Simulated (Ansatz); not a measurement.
# CHf: the cost of one run

Computed with Ansatz 0.2.0, Gaussian basis. Level: def2-QZVPP, core rule «outside noble gas», up to 5 orbitals frozen.

Plan: UHF; ROHF; CCSD(T) on UHF.

2 further runs of the same task are left out: 2 set aside as unsound or not needed.

### Step 1. What is computed

The geometry is a PBE0/def2-TZVP stationary point (not a proven minimum) of the parent state, kept for this charge and spin. No spin-orbit coupling is included. Elements past krypton take def2 core potentials.

2 atoms, charge 1, spin multiplicity 2.

Atoms are counted from 1 here; the program's logs count them from 0.

Bond lengths: Hf1–C2 1.865 Å.

### Step 2. UHF

The input, in.yaml:

```yaml
crystal:
  periodic: [false, false, false]
  atoms:
    - {symbol: Hf, position_ang: [0.000000, 0.000000, 0.000000]}
    - {symbol: C, position_ang: [0.000000, 0.000000, 1.865000]}
basis:
  gaussian: {orbitals: "def2-QZVPP.json"}
total_charge: 1
magnetization: {spin_polarized: true, initial_magnetization: 1}
hamiltonian: {xc: hf}
output: {orbitals: {seedname: orbitals}}
```

Launch:

```sh
$ ansatz run in.yaml --threads 1 --pin off --events-out ev --progress --plain --max-ram 4096MiB --backend cpu
```

What time and memory should one allow on 1 thread of AMD EPYC 7R13, shared host?

About 26 s, with a peak of 0.3 GiB.
